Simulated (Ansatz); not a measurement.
# CH6BPSi: one species, many methods

Aim: compute CH6BPSi with functionals from several rungs and with coupled cluster. The yardstick is the atomisation energy at the CCSD(T) limit.

Method: functionals in def2-TZVPP, the program's frozen cores in correlated methods; program: Ansatz 0.2.0, Gaussian basis.

Plan: LDA (SPW92), PBE-D4, revPBE-D4, BLYP-D4, r2SCAN-D4, B97M-V, PBE0-D4, B3LYP-D4, r2SCANh-D4, r2SCAN0-D4, HSE06-D4, BHLYP-D4, CAM-B3LYP-D4, LC-ωPBE, ωB97X-V, ωB97M-V, B2PLYP, PBE-QIDH; CCSD(T)/def2-SVP; CCSD(T)/def2-TZVPP; MP2/def2-QZVPP; extrapolation to the limit; RPA on PBE.

## Step 1: The relaxed structure

All runs share one geometry, relaxed beforehand with PBE0-D4 in a triple-zeta def2 set.

SMILES `C[SiH]1BP1`, 10 atoms, charge 0, spin multiplicity 1.

Atoms are counted from 1 here; the program's logs count them from 0.

Bond lengths: C1–Si2 1.867 Å, C1–H5 1.092 Å, C1–H6 1.093 Å, C1–H7 1.091 Å, Si2–B3 1.940 Å, Si2–P4 2.280 Å, Si2–H8 1.483 Å, B3–P4 1.848 Å, B3–H9 1.187 Å, P4–H10 1.420 Å. Angles: Si2–C1–H5 110.8°, Si2–C1–H6 109.9°, Si2–C1–H7 110.8°, H5–C1–H6 108.1°, H5–C1–H7 108.8°, H6–C1–H7 108.5°, C1–Si2–B3 122.7°, C1–Si2–P4 127.9°, C1–Si2–H8 112.4°, B3–Si2–P4 51.2°, B3–Si2–H8 124.1°, P4–Si2–H8 101.6°, Si2–B3–P4 74.0°, Si2–B3–H9 142.0°, P4–B3–H9 136.3°, Si2–P4–B3 54.9°, Si2–P4–H10 122.8°, B3–P4–H10 102.6°.

Coordinates:

```mol
CH6BPSi
  3D, bonds by distance, orders not assigned

 10 10  0  0  0  0  0  0  0  0999 V2000
   -1.3188    0.6058   -0.7653 C   0  0
   -0.3055   -0.6711    0.1453 Si  0  0
    1.0294   -0.1969    1.4714 B   0  0
    1.9529   -0.9795    0.0744 P   0  0
   -1.3412    0.3909   -1.8360 H   0  0
   -2.3477    0.5963   -0.3952 H   0  0
   -0.9075    1.6052   -0.6168 H   0  0
   -0.8024   -2.0502   -0.0783 H   0  0
    1.2667    0.6038    2.3151 H   0  0
    2.8574    0.0446   -0.3116 H   0  0
  1  2  8  0
  2  3  8  0
  3  4  8  0
  1  5  8  0
  1  6  8  0
  1  7  8  0
  2  8  8  0
  3  9  8  0
  4 10  8  0
  2  4  8  0
M  END
```

## Step 2: LDA

This LDA is Slater exchange with PW92 correlation.

The input, in.yaml:

```yaml
crystal:
  periodic: [false, false, false]
  atoms:
    - {symbol: C, position_ang: [-1.318828, 0.605756, -0.765329]}
    - {symbol: Si, position_ang: [-0.305547, -0.671058, 0.145292]}
    - {symbol: B, position_ang: [1.029438, -0.196946, 1.471360]}
    - {symbol: P, position_ang: [1.952866, -0.979465, 0.074368]}
    - {symbol: H, position_ang: [-1.341244, 0.390872, -1.835961]}
    - {symbol: H, position_ang: [-2.347717, 0.596303, -0.395220]}
    - {symbol: H, position_ang: [-0.907477, 1.605188, -0.616761]}
    - {symbol: H, position_ang: [-0.802376, -2.050197, -0.078261]}
    - {symbol: H, position_ang: [1.266726, 0.603806, 2.315100]}
    - {symbol: H, position_ang: [2.857358, 0.044639, -0.311586]}
basis:
  gaussian: {orbitals: def2-TZVPP}
hamiltonian: {xc: lda}
output: {orbitals: {seedname: orbitals}}
```

Run with:

```sh
ansatz run in.yaml --threads 2 --pin off --events-out ev --progress --plain --max-ram 4352MiB
```

After this run come: PBE-D4 (GGA); revPBE-D4 (GGA); BLYP-D4 (GGA); r2SCAN-D4 (meta-GGA); B97M-V (meta-GGA); B3LYP-D4 (hybrid); r2SCANh-D4 (hybrid); r2SCAN0-D4 (hybrid); HSE06-D4 (hybrid); BHLYP-D4 (hybrid); CAM-B3LYP-D4 (range-separated); LC-ωPBE (range-separated); ωB97X-V (range-separated); ωB97M-V (range-separated); B2PLYP (double hybrid); PBE-QIDH (double hybrid); CCSD(T) in def2-SVP; CCSD(T) in def2-TZVPP; MP2 in def2-QZVPP; RPA on PBE orbitals.

Before running them: what should the planned runs give, taken together? Wanted: atomisation energy, CCSD(T)/CBS; farthest beyond LDA; mean size of error, GGA; mean size of error, meta-GGA; mean size of error, hybrid; mean size of error, range-separated; mean size of error, double hybrid; gap, smallest and largest; T1 diagnostic.

**Answer**, as computed:

```
                               quantity                                              value
        atomisation energy, CCSD(T)/CBS                                      3293.3 kJ/mol
 functionals within 16.5 kJ/mol (0.5 %)  revPBE-D4, BLYP-D4, r2SCAN0-D4, LC-ωPBE, PBE-QIDH
                    farthest beyond LDA                              B97M-V (+73.5 kJ/mol)
                mean size of error, GGA                                        25.0 kJ/mol
           mean size of error, meta-GGA                                        58.1 kJ/mol
             mean size of error, hybrid                                        28.3 kJ/mol
    mean size of error, range-separated                                        26.8 kJ/mol
      mean size of error, double hybrid                                        14.7 kJ/mol
              gap, smallest and largest           2.73 eV (LDA (SPW92)), 9.35 eV (LC-ωPBE)
                          T1 diagnostic                                             0.0177
triples share of the correlation energy                                              4.6 %
```

**Reading.** LDA overbinds by 463.7 kJ/mol (14 %). PBE-D4 is off by +69.8 kJ/mol. Double hybrids carry the basis error of their MP2 part in triple zeta, and no dispersion term here, so their miss is partly the set-up's. Taken by rung, double hybrid functionals do best (14.7 kJ/mol on average) and meta-GGA ones worst beyond LDA (58.1 kJ/mol). Misses under about 16.5 kJ/mol are within the doubt on the reference itself, which lacks core-valence correlation, relativity and higher excitations. Hartree-Fock recovers 74 % of the binding; the rest is correlation. CCSD(T) in def2-SVP is off by -209.0 kJ/mol, which most functionals beat. Orbital gaps span 2.7 to 9.3 eV; exact exchange widens them.
